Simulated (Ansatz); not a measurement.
# V3F7: the cost of one run

Computed with Ansatz 0.2.0 (DFT PBE, scalar-relativistic, plane waves, PAW, unless a step's input says otherwise).

## Step 1: The system as given

The structure is tetragonal, space group P4/mmm (No. 123). The conventional cell has a = 8.968 Å, b = 8.968 Å, c = 4.189 Å, α = 90.00°, β = 90.00°, γ = 90.00°. V (site symmetry 4/mmm) has 6 F at 1.89 to 2.09 Å as nearest neighbours. V (site symmetry mmm) is surrounded by 2 F at 2.09 Å. F (site symmetry 4/mmm) is surrounded by 2 V at 2.09 Å. F (site symmetry m2m) has 1 V at 1.89 Å as nearest neighbours. F (site symmetry mmm) has 2 V at 2.09 Å as nearest neighbours.

Structure file:

```xyz
10
Lattice="8.9678 0.0000 0.0000 0.0000 8.9678 0.0000 0.0000 0.0000 4.1894" Properties=species:S:1:pos:R:3 pbc="T T T"
V     0.0000    0.0000    0.0000
V     0.0000    4.4839    0.0000
V     4.4839    0.0000    0.0000
F     0.0000    0.0000    2.0947
F     0.0000    7.0758    0.0000
F     0.0000    1.8919    0.0000
F     7.0758    0.0000    0.0000
F     1.8919    0.0000    0.0000
F     0.0000    4.4839    2.0947
F     4.4839    0.0000    2.0947
```

Recipe of the guess: 4-, 6-connected net, bridging atoms on its edges, bridges bent (P4/mmm, No. 123). Its size is a rough estimate.

## Step 2: Probe: one point on a coarse mesh

Input file input.yaml:

```yaml
crystal:
  lattice:
    - [8.96775257, 0.0, 0.0]
    - [0.0, 8.96775257, 0.0]
    - [0.0, 0.0, 4.18937162]
  atoms:
    - { symbol: V, position: [0.0, 0.0, 0.0], spin: 2.0 }
    - { symbol: V, position: [0.0, 0.5, 0.0], spin: 2.0 }
    - { symbol: V, position: [0.5, 0.0, 0.0], spin: 2.0 }
    - { symbol: F, position: [0.0, 0.0, 0.5] }
    - { symbol: F, position: [0.0, 0.78902873, 0.0] }
    - { symbol: F, position: [0.0, 0.21097127, 0.0] }
    - { symbol: F, position: [0.78902873, 0.0, 0.0] }
    - { symbol: F, position: [0.21097127, 0.0, 0.0] }
    - { symbol: F, position: [0.0, 0.5, 0.5] }
    - { symbol: F, position: [0.5, 0.0, 0.5] }
basis:
  ecutwfc: 420
kpoints:
  mp_grid: { grid: [2, 2, 4] }
hamiltonian:
  xc: pbe
scf:
  occupations: { method: gaussian, width: 0.1 }
  lower_state_search: "off"
output:
  forces: true
  stress: true
  eigenvalues: true
  populations: true
magnetization:
  spin_polarized: true
```

The run is started by

```bash
$ ansatz run input.yaml --threads 1 --pin off --max-ram 2560MiB --backend cpu --events-out ev --progress --plain --runs-dir out
```

Q: Estimate wall time and peak memory on 1 thread of Arm Neoverse V2, shared host.

About 65 s, with a peak of 0.71 GiB.
